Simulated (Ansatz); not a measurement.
# LaTe: the cost of one run

Computed with Ansatz 0.2.0 (DFT PBEsol, scalar-relativistic, plane waves, PAW, unless a step's input says otherwise).

## Step 1: The starting structure

Symmetry: Fm-3m, No. 225, cubic system. Conventional cell: a = 6.316 Å, b = 6.316 Å, c = 6.316 Å, α = 90.00°, β = 90.00°, γ = 90.00°. La (site symmetry m-3m) is surrounded by 6 Te at 3.16 Å. Te (site symmetry m-3m) is surrounded by 6 La at 3.16 Å.

Coordinates:

```cif
data_structure
_symmetry_space_group_name_H-M 'P 1'
_symmetry_Int_Tables_number 1
_cell_length_a 4.4663
_cell_length_b 4.4663
_cell_length_c 4.4663
_cell_angle_alpha 60.000
_cell_angle_beta 60.000
_cell_angle_gamma 60.000
_cell_volume 63.00
loop_
_atom_site_label
_atom_site_type_symbol
_atom_site_fract_x
_atom_site_fract_y
_atom_site_fract_z
_atom_site_occupancy
La1 La 0.00000 0.00000 0.00000 1
Te1 Te 0.50000 0.50000 0.50000 1
```

## Step 2: Relaxing cell and atoms: LaTe, no spin, 4.4 GPa

The input, input.yaml:

```yaml
crystal:
  lattice:
    - [0.0, 3.1581797988, 3.1581797988]
    - [3.1581797988, 0.0, 3.1581797988]
    - [3.1581797988, 3.1581797988, 0.0]
  atoms:
    - { symbol: La, position: [0.0, 0.0, 0.0] }
    - { symbol: Te, position: [0.5, 0.5, 0.5] }
scf:
  occupations: { method: fermi_dirac, width: 0.1 }
output:
  forces: true
  stress: true
  eigenvalues: true
  write_density: true
  write_potential: true
  elf: true
  volumetric_format: npy
hamiltonian:
  xc: pbesol
relax:
  f_tol: 0.005
  max_steps: 60
  cell: { stress_tol: 0.01, p_target: 4.4 }
kpoints:
  mp_grid: { grid: [12, 12, 12] }
```

Started as:

```bash
> ansatz run input.yaml --threads 4 --pin off --max-ram 8192MiB --backend cpu --events-out ev --progress --plain --runs-dir out
```

**Question.** How long does this run take on 4 threads of Intel Xeon 6975P-C (Granite Rapids), shared host, and how much memory does it need?

About 5.1 s, with a peak of 0.48 GiB.
